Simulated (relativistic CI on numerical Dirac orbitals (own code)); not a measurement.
**Zr: one ion under different settings**

How much do the settings matter for Zr? One ion, several inputs.

The numbers are computed with relativistic CI on numerical Dirac orbitals (own code) version 3 (Dirac-Coulomb-Breit CI, KLI orbitals optimised for each configuration, model QED (radiative potential, 1s self-energy scaled to tabulated hydrogen-like ionisation energies), numerical settings as typed), except any that are marked as measured or tabulated.

### 1 The atom as given

| Property | Result |
| --- | --- |
| ion | Zr (Zr I) |
| nuclear charge | 40 |
| electrons | 40 |
| isotope | A = 90 |

### 2 A try

Input settings:

```ini
atom Zr  Z=40  charge=0  electrons=40
nucleus A=90  rms_radius_fm=4.2694
hamiltonian dirac-coulomb  breit=on  qed=on  c_scale=1
orbitals kli  potential=per-configuration
slater_scale 1
correlation none
mixing on
grid step=0.0125 r_max=201.2
scf mixing=0.4 start=green max_iterations=79 tolerance=2e-08 node_fill=0.05
configurations
  [Kr] 4d2 5s2
  [Kr] 4d2 5s2
end
```

Launch:

```
python run_levels.py task.json out
```

The settings of every run stand in task.json; they run in order.

The program writes no log. Results of the run, from its result record (rounded, main fields):

```text
{
  "status": "refused",
  "warnings": ["a configuration is listed twice"]
}
```

Wall time 0.00053 s (1 thread, shared host).

Diagnosis: the program refused the input. One configuration stands twice in the list, which would make the CI basis linearly dependent. The input had a configuration typed twice. The cure is to strike the repeat.

### 3 The mended input

The settings differ from step 2 so:

```diff
@@ -8,6 +8,5 @@
 grid step=0.0125 r_max=201.2
-scf mixing=0.4 start=green max_iterations=79 tolerance=2e-08 node_fill=0.05
+scf mixing=0.4 start=green max_iterations=150 tolerance=2e-08 node_fill=0.05
 configurations
   [Kr] 4d2 5s2
-  [Kr] 4d2 5s2
 end
```

Main fields:

```text
{
  "status": "converged",
  "levels [i, E_cm, J2, conf, term, w_term, w_jj]": [
    [0, 0, 4, "4d2", "3F", 0.996, 0.7261],
    [1, 503.32018, 6, "4d2", "3F", 1, 1],
    [2, 1130.9585, 8, "4d2", "3F", 0.9991, 0.7757],
    [3, 7477.1294, 4, "4d2", "1D", 0.9215, 0.4836],
    [4, 8536.8845, 0, "4d2", "3P", 0.9988, 0.6341],
    [5, 8701.9151, 2, "4d2", "3P", 1, 1],
    [6, 9117.5819, 4, "4d2", "3P", 0.9252, 0.7004],
    [7, 11390.717, 8, "4d2", "1G", 0.9991, 0.7757],
    [8, 27311.844, 0, "4d2", "1S", 0.9988, 0.6341]
  ],
  "total_energy [Ha]": -3593.6677194,
  "n_levels_all": 9,
  "overlap": 2.57175e-12,
  "scf_iterations": [12],
  "orbital_energies [Ha]": {"1s": -654.238, "2s": -90.7558, "2p1/2": -83.0577, "2p3/2": -79.9111, "3s": -15.1048, "3p1/2": -12.2365, "3p3/2": -11.7349, "3d3/2": -6.68328, "3d5/2": -6.59187, "4s": -2.12876, "4p1/2": -1.36711, "4p3/2": -1.30373, "5s": -0.307854, "4d3/2": -0.276864, "4d5/2": -0.272394},
  "configurations [conf, odd, states, E_av_Ha, breit_Ha, qed_Ha]": [
    ["4d2", 0, 45, -3597.062975, 2.05, 1.372]
  ],
  "scf_steps of the first configuration [iteration, E_Ha, residual, outer_eigenvalue_Ha]": [
    [1, -3594.621912, 0.85, -0.2078],
    [2, -3596.748313, 0.308, -0.2385],
    [3, -3597.046837, 0.0991, -0.2744],
    [4, -3597.056875, 0.0629, -0.283],
    [5, -3597.06303, 0.0144, -0.3004],
    [6, -3597.062823, 0.00308, -0.307],
    [7, -3597.062986, 0.000194, -0.3079],
    [8, -3597.062977, 6.81e-05, -0.3079],
    [9, -3597.062976, 1.12e-05, -0.3079],
    [10, -3597.062975, 4.53e-07, -0.3079],
    [11, -3597.062975, 1.56e-07, -0.3079],
    [12, -3597.062975, 4.85e-09, -0.3079]
  ]
}
```

Run time: 0.099 s. Hardware: 1 thread, shared host.

### 4 End of the grid 301.8

The settings differ from step 3 so:

```diff
@@ -7,3 +7,3 @@
 mixing on
-grid step=0.0125 r_max=201.2
+grid step=0.0125 r_max=301.8
 scf mixing=0.4 start=green max_iterations=150 tolerance=2e-08 node_fill=0.05
```

Main fields:

```text
{
  "status": "converged",
  "levels [i, E_cm, J2, conf, term, w_term]": [
    [0, 0, 4, "4d2", "3F", 0.996],
    [1, 503.32018, 6, "4d2", "3F", 1],
    [2, 1130.9585, 8, "4d2", "3F", 0.9991],
    [3, 7477.1294, 4, "4d2", "1D", 0.9215],
    [4, 8536.8845, 0, "4d2", "3P", 0.9988],
    [5, 8701.9151, 2, "4d2", "3P", 1],
    [6, 9117.5819, 4, "4d2", "3P", 0.9252],
    [7, 11390.717, 8, "4d2", "1G", 0.9991],
    "... 1 more rows left out ..."
  ],
  "total_energy [Ha]": -3593.6677194,
  "n_levels_all": 9,
  "overlap": 2.5717e-12,
  "scf_iterations": [12],
  "orbital_energies [Ha]": {"1s": -654.238, "2s": -90.7558, "2p1/2": -83.0577, "2p3/2": -79.9111, "3s": -15.1048, "3p1/2": -12.2365, "3p3/2": -11.7349, "3d3/2": -6.68328, "3d5/2": -6.59187, "4s": -2.12876, "4p1/2": -1.36711, "4p3/2": -1.30373, "5s": -0.307854, "4d3/2": -0.276864, "4d5/2": -0.272394},
  "configurations [conf, odd, states, E_av_Ha, breit_Ha, qed_Ha]": [
    ["4d2", 0, 45, -3597.062975, 2.05, 1.372]
  ],
  "scf_steps of the first configuration [iteration, E_Ha, residual, outer_eigenvalue_Ha]": [
    [1, -3594.621912, 0.85, -0.2078],
    [2, -3596.748313, 0.308, -0.2385],
    [3, -3597.046837, 0.0991, -0.2744],
    [4, -3597.056875, 0.0629, -0.283],
    [5, -3597.06303, 0.0144, -0.3004],
    [6, -3597.062823, 0.00308, -0.307],
    [7, -3597.062986, 0.000194, -0.3079],
    [8, -3597.062977, 6.81e-05, -0.3079],
    [9, -3597.062976, 1.12e-05, -0.3079],
    [10, -3597.062975, 4.53e-07, -0.3079],
    [11, -3597.062975, 1.56e-07, -0.3079],
    [12, -3597.062975, 4.85e-09, -0.3079]
  ]
}
```

Wall time 0.1 s (1 thread, shared host).

### 5 Tolerance 1e-10

The settings differ from step 4 so:

```diff
@@ -7,4 +7,4 @@
 mixing on
-grid step=0.0125 r_max=301.8
-scf mixing=0.4 start=green max_iterations=150 tolerance=2e-08 node_fill=0.05
+grid step=0.0125 r_max=201.2
+scf mixing=0.4 start=green max_iterations=150 tolerance=1e-10 node_fill=0.05
 configurations
```

Main fields:

```text
{
  "status": "converged",
  "levels [i, E_cm, J2, conf, term, w_term]": [
    [0, 0, 4, "4d2", "3F", 0.996],
    [1, 503.32017, 6, "4d2", "3F", 1],
    [2, 1130.9585, 8, "4d2", "3F", 0.9991],
    [3, 7477.1294, 4, "4d2", "1D", 0.9215],
    [4, 8536.8846, 0, "4d2", "3P", 0.9988],
    [5, 8701.9151, 2, "4d2", "3P", 1],
    [6, 9117.5819, 4, "4d2", "3P", 0.9252],
    [7, 11390.717, 8, "4d2", "1G", 0.9991],
    "... 1 more rows left out ..."
  ],
  "total_energy [Ha]": -3593.6677194,
  "n_levels_all": 9,
  "overlap": 2.57091e-12,
  "scf_iterations": [15],
  "orbital_energies [Ha]": {"1s": -654.238, "2s": -90.7558, "2p1/2": -83.0577, "2p3/2": -79.9111, "3s": -15.1048, "3p1/2": -12.2365, "3p3/2": -11.7349, "3d3/2": -6.68328, "3d5/2": -6.59187, "4s": -2.12876, "4p1/2": -1.36711, "4p3/2": -1.30373, "5s": -0.307854, "4d3/2": -0.276864, "4d5/2": -0.272394},
  "configurations [conf, odd, states, E_av_Ha, breit_Ha, qed_Ha]": [
    ["4d2", 0, 45, -3597.062975, 2.05, 1.372]
  ],
  "scf_steps of the first configuration [iteration, E_Ha, residual, outer_eigenvalue_Ha]": [
    [1, -3594.621912, 0.85, -0.2078],
    [2, -3596.748313, 0.308, -0.2385],
    [3, -3597.046837, 0.0991, -0.2744],
    [4, -3597.056875, 0.0629, -0.283],
    [5, -3597.06303, 0.0144, -0.3004],
    [6, -3597.062823, 0.00308, -0.307],
    [7, -3597.062986, 0.000194, -0.3079],
    [8, -3597.062977, 6.81e-05, -0.3079],
    [9, -3597.062976, 1.12e-05, -0.3079],
    [10, -3597.062975, 4.53e-07, -0.3079],
    [11, -3597.062975, 1.56e-07, -0.3079],
    [12, -3597.062975, 4.85e-09, -0.3079],
    [13, -3597.062975, 5.62e-09, -0.3079],
    [14, -3597.062975, 2.86e-10, -0.3079],
    [15, -3597.062975, 1.84e-11, -0.3079]
  ]
}
```

Wall time 0.11 s (1 thread, shared host).

### 6 Potential mixing 0.7

The settings differ from step 5 so:

```diff
@@ -8,3 +8,3 @@
 grid step=0.0125 r_max=201.2
-scf mixing=0.4 start=green max_iterations=150 tolerance=1e-10 node_fill=0.05
+scf mixing=0.7 start=green max_iterations=150 tolerance=2e-08 node_fill=0.05
 configurations
```

Main fields:

```text
{
  "status": "converged",
  "levels [i, E_cm, J2, conf, term, w_term]": [
    [0, 0, 4, "4d2", "3F", 0.996],
    [1, 503.32016, 6, "4d2", "3F", 1],
    [2, 1130.9584, 8, "4d2", "3F", 0.9991],
    [3, 7477.1295, 4, "4d2", "1D", 0.9215],
    [4, 8536.8846, 0, "4d2", "3P", 0.9988],
    [5, 8701.9151, 2, "4d2", "3P", 1],
    [6, 9117.582, 4, "4d2", "3P", 0.9252],
    [7, 11390.717, 8, "4d2", "1G", 0.9991],
    "... 1 more rows left out ..."
  ],
  "total_energy [Ha]": -3593.6677194,
  "n_levels_all": 9,
  "overlap": 2.57028e-12,
  "scf_iterations": [12],
  "orbital_energies [Ha]": {"1s": -654.238, "2s": -90.7558, "2p1/2": -83.0577, "2p3/2": -79.9111, "3s": -15.1048, "3p1/2": -12.2365, "3p3/2": -11.7349, "3d3/2": -6.68328, "3d5/2": -6.59187, "4s": -2.12876, "4p1/2": -1.36711, "4p3/2": -1.30373, "5s": -0.307854, "4d3/2": -0.276864, "4d5/2": -0.272394},
  "configurations [conf, odd, states, E_av_Ha, breit_Ha, qed_Ha]": [
    ["4d2", 0, 45, -3597.062975, 2.05, 1.372]
  ],
  "scf_steps of the first configuration [iteration, E_Ha, residual, outer_eigenvalue_Ha]": [
    [1, -3594.621912, 0.85, -0.2078],
    [2, -3596.842163, 0.323, -0.2612],
    [3, -3597.057383, 0.0438, -0.2962],
    [4, -3597.060918, 0.0336, -0.298],
    [5, -3597.062853, 0.00132, -0.3067],
    [6, -3597.062905, 0.001, -0.307],
    [7, -3597.062985, 0.000126, -0.3079],
    [8, -3597.062979, 5.7e-05, -0.3079],
    [9, -3597.062976, 6.74e-06, -0.3079],
    [10, -3597.062975, 1.04e-06, -0.3079],
    [11, -3597.062975, 4.34e-08, -0.3079],
    [12, -3597.062975, 7.01e-09, -0.3079]
  ]
}
```

Wall time 0.099 s (1 thread, shared host).

### 7 Breit term off

Input settings:

```ini
atom Zr  Z=40  charge=0  electrons=40
nucleus A=90  rms_radius_fm=4.2694
hamiltonian dirac-coulomb  breit=off  qed=on  c_scale=1
orbitals kli  potential=per-configuration
slater_scale 1
correlation none
mixing on
grid step=0.0125 r_max=201.2
scf mixing=0.4 start=green max_iterations=150 tolerance=2e-08 node_fill=0.05
configurations
  [Kr] 4d2 5s2
end
```

Main fields:

```text
{
  "status": "converged",
  "levels [i, E_cm, J2, conf, term, w_term]": [
    [0, 0, 4, "4d2", "3F", 0.9956],
    [1, 535.17971, 6, "4d2", "3F", 1],
    [2, 1200.5511, 8, "4d2", "3F", 0.999],
    [3, 7506.599, 4, "4d2", "1D", 0.9146],
    [4, 8552.597, 0, "4d2", "3P", 0.9986],
    [5, 8729.5194, 2, "4d2", "3P", 1],
    [6, 9180.3321, 4, "4d2", "3P", 0.9188],
    [7, 11435.356, 8, "4d2", "1G", 0.999],
    "... 1 more rows left out ..."
  ],
  "total_energy [Ha]": -3595.7176676,
  "n_levels_all": 9,
  "overlap": 2.57175e-12,
  "scf_iterations": [12],
  "orbital_energies [Ha]": {"1s": -654.238, "2s": -90.7558, "2p1/2": -83.0577, "2p3/2": -79.9111, "3s": -15.1048, "3p1/2": -12.2365, "3p3/2": -11.7349, "3d3/2": -6.68328, "3d5/2": -6.59187, "4s": -2.12876, "4p1/2": -1.36711, "4p3/2": -1.30373, "5s": -0.307854, "4d3/2": -0.276864, "4d5/2": -0.272394},
  "configurations [conf, odd, states, E_av_Ha, breit_Ha, qed_Ha]": [
    ["4d2", 0, 45, -3597.062975, 0, 1.372]
  ],
  "scf_steps of the first configuration [iteration, E_Ha, residual, outer_eigenvalue_Ha]": [
    [1, -3594.621912, 0.85, -0.2078],
    [2, -3596.748313, 0.308, -0.2385],
    [3, -3597.046837, 0.0991, -0.2744],
    [4, -3597.056875, 0.0629, -0.283],
    [5, -3597.06303, 0.0144, -0.3004],
    [6, -3597.062823, 0.00308, -0.307],
    [7, -3597.062986, 0.000194, -0.3079],
    [8, -3597.062977, 6.81e-05, -0.3079],
    [9, -3597.062976, 1.12e-05, -0.3079],
    [10, -3597.062975, 4.53e-07, -0.3079],
    [11, -3597.062975, 1.56e-07, -0.3079],
    [12, -3597.062975, 4.85e-09, -0.3079]
  ]
}
```

Run time: 0.094 s. Hardware: 1 thread, shared host.

### 8 Node fill 5

Input settings:

```ini
atom Zr  Z=40  charge=0  electrons=40
nucleus A=90  rms_radius_fm=4.2694
hamiltonian dirac-coulomb  breit=on  qed=on  c_scale=1
orbitals kli  potential=per-configuration
slater_scale 1
correlation none
mixing on
grid step=0.0125 r_max=201.2
scf mixing=0.4 start=green max_iterations=90 tolerance=2e-08 node_fill=5
configurations
  [Kr] 4d2 5s2
end
```

Main fields:

```text
{
  "status": "converged",
  "levels [i, E_cm, J2, conf, term, w_term]": [
    [0, 0, 4, "4d2", "3F", 0.9847],
    [1, 925.00745, 6, "4d2", "3F", 1],
    [2, 1991.2495, 8, "4d2", "3F", 0.9955],
    [3, 6552.6021, 4, "4d2", "1D", 0.8082],
    [4, 7308.3447, 0, "4d2", "3P", 0.9938],
    [5, 7661.671, 2, "4d2", "3P", 1],
    [6, 8544.4905, 4, "4d2", "3P", 0.8216],
    [7, 9972.8574, 8, "4d2", "1G", 0.9955],
    "... 1 more rows left out ..."
  ],
  "total_energy [Ha]": -3593.2099253,
  "n_levels_all": 9,
  "overlap": 1.76121e-12,
  "scf_iterations": [14],
  "orbital_energies [Ha]": {"1s": -649.376, "2s": -88.8431, "2p1/2": -80.842, "2p3/2": -77.7617, "3s": -14.2979, "3p1/2": -11.409, "3p3/2": -10.925, "3d3/2": -5.91756, "3d5/2": -5.83212, "4s": -1.90963, "4p1/2": -1.18185, "4p3/2": -1.12607, "5s": -0.257565, "4d3/2": -0.192621, "4d5/2": -0.189574},
  "configurations [conf, odd, states, E_av_Ha, breit_Ha, qed_Ha]": [
    ["4d2", 0, 45, -3596.567496, 2.015, 1.367]
  ],
  "scf_steps of the first configuration [iteration, E_Ha, residual, outer_eigenvalue_Ha]": [
    [1, -3594.621912, 1.22, -0.2078],
    [2, -3596.684982, 0.401, -0.2137],
    [3, -3596.746721, 0.169, -0.2462],
    [4, -3596.577436, 0.0593, -0.2501],
    [5, -3596.572393, 0.00395, -0.2537],
    [6, -3596.564129, 0.00207, -0.2562],
    [7, -3596.567393, 0.000212, -0.2575],
    [8, -3596.5675, 2.46e-05, -0.2576],
    [9, -3596.567489, 1.24e-05, -0.2576],
    [10, -3596.567506, 4.91e-06, -0.2576],
    [11, -3596.567496, 2.46e-07, -0.2576],
    [12, -3596.567496, 4.02e-08, -0.2576],
    [13, -3596.567496, 2.69e-08, -0.2576],
    [14, -3596.567496, 5.84e-10, -0.2576]
  ]
}
```

Wall time 0.11 s (1 thread, shared host).

A bad setting: its result is shown only for the comparison.

### 9 Comparison

| setting | total energy less usual (Ha) | largest shift of a level among the lowest eight of both runs, same label and place (cm⁻¹) | SCF iterations | time | lowest level | kind of change |
| --- | --- | --- | --- | --- | --- | --- |
| usual | 0 | 0 | 12 | 0.099 s | 4d2 3F2 | - |
| end of the grid 301.8 | 0 | 0 | 12 | 0.1 s | 4d2 3F2 | numerical |
| tolerance 1e-10 | 0 | 0 | 15 | 0.11 s | 4d2 3F2 | numerical |
| potential mixing 0.7 | 0 | 0 | 12 | 0.099 s | 4d2 3F2 | numerical |
| Breit term off | -2.05 | 69.6 | 12 | 0.094 s | 4d2 3F2 | model term |
| node fill 5 | 0.458 | 1420 | 14 | 0.11 s | 4d2 3F2 | unsound |

### 10 What came out

| quantity | value |
| --- | --- |
| lowest level, usual settings | 4d2 3F2 |
| total energy | -3593.6677 Ha |
| first excitation | 503.3 cm⁻¹ |
| runs without a result | 1 |

In words: Among the runs whose levels can be followed, they move most under «node fill 5» (unsound), by up to 1420 cm⁻¹. No visible change in the result comes from «end of the grid 301.8» or «tolerance 1e-10» or «potential mixing 0.7». Only the listed configurations are in the model. In a near-neutral ion this small CI can misplace whole configurations by 10,000 cm⁻¹ or more.
